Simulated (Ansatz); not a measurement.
# Si16Ge: the cost of one run

Program: Ansatz 0.2.0. Level of theory: DFT PBE+D3(BJ), plane waves, PAW, scalar-relativistic, no spin polarisation. These are calculated values, not measurements.

## (1) The structure to begin with

The cell holds 17 atoms (GeSi16): a = 7.679 Å, b = 7.679 Å, c = 7.679 Å, α = 60.00°, β = 60.00°, γ = 60.00°.

The coordinates stand in the first input below.

## (2) End point A

Input file input.yaml:

```yaml
crystal:
  lattice:
    - [0.0, 5.43, 5.43]
    - [5.43, 0.0, 5.43]
    - [5.43, 5.43, 0.0]
  atoms:
    - { symbol: Si, position: [0.0, 0.0, 0.0] }
    - { symbol: Si, position: [0.125, 0.125, 0.125] }
    - { symbol: Si, position: [0.0, 0.0, 0.5] }
    - { symbol: Si, position: [0.125, 0.125, 0.625] }
    - { symbol: Si, position: [0.0, 0.5, 0.0] }
    - { symbol: Si, position: [0.125, 0.625, 0.125] }
    - { symbol: Si, position: [0.0, 0.5, 0.5] }
    - { symbol: Si, position: [0.125, 0.625, 0.625] }
    - { symbol: Si, position: [0.5, 0.0, 0.0] }
    - { symbol: Si, position: [0.625, 0.125, 0.125] }
    - { symbol: Si, position: [0.5, 0.0, 0.5] }
    - { symbol: Si, position: [0.625, 0.125, 0.625] }
    - { symbol: Si, position: [0.5, 0.5, 0.0] }
    - { symbol: Si, position: [0.625, 0.625, 0.125] }
    - { symbol: Si, position: [0.5, 0.5, 0.5] }
    - { symbol: Si, position: [0.625, 0.625, 0.625] }
    - { symbol: Ge, position: [0.2594415, 0.7428544, 0.245313] }
basis:
  ecutwfc: 420.0
kpoints:
  mp_grid: { grid: [2, 2, 2] }
hamiltonian:
  xc: pbe
  dispersion: d3bj
  pseudopotentials: { kind: paw, azcp: { folder: soft_1 } }
scf:
  occupations: { method: gaussian, width: 0.05 }
  lower_state_search: "off"
relax:
  f_tol: 0.03
  max_steps: 60
  adjacent_minimum: "off"
```

Launch:

```console
> ansatz run input.yaml --threads 1 --pin off --max-ram 3072MiB --backend cpu --events-out ev --progress --plain --runs-dir out
```

Q: Estimate wall time and peak memory on 1 thread of AMD EPYC 9R45 (Zen 5), shared host.

About 8.7 s, with a peak of 0.62 GiB.
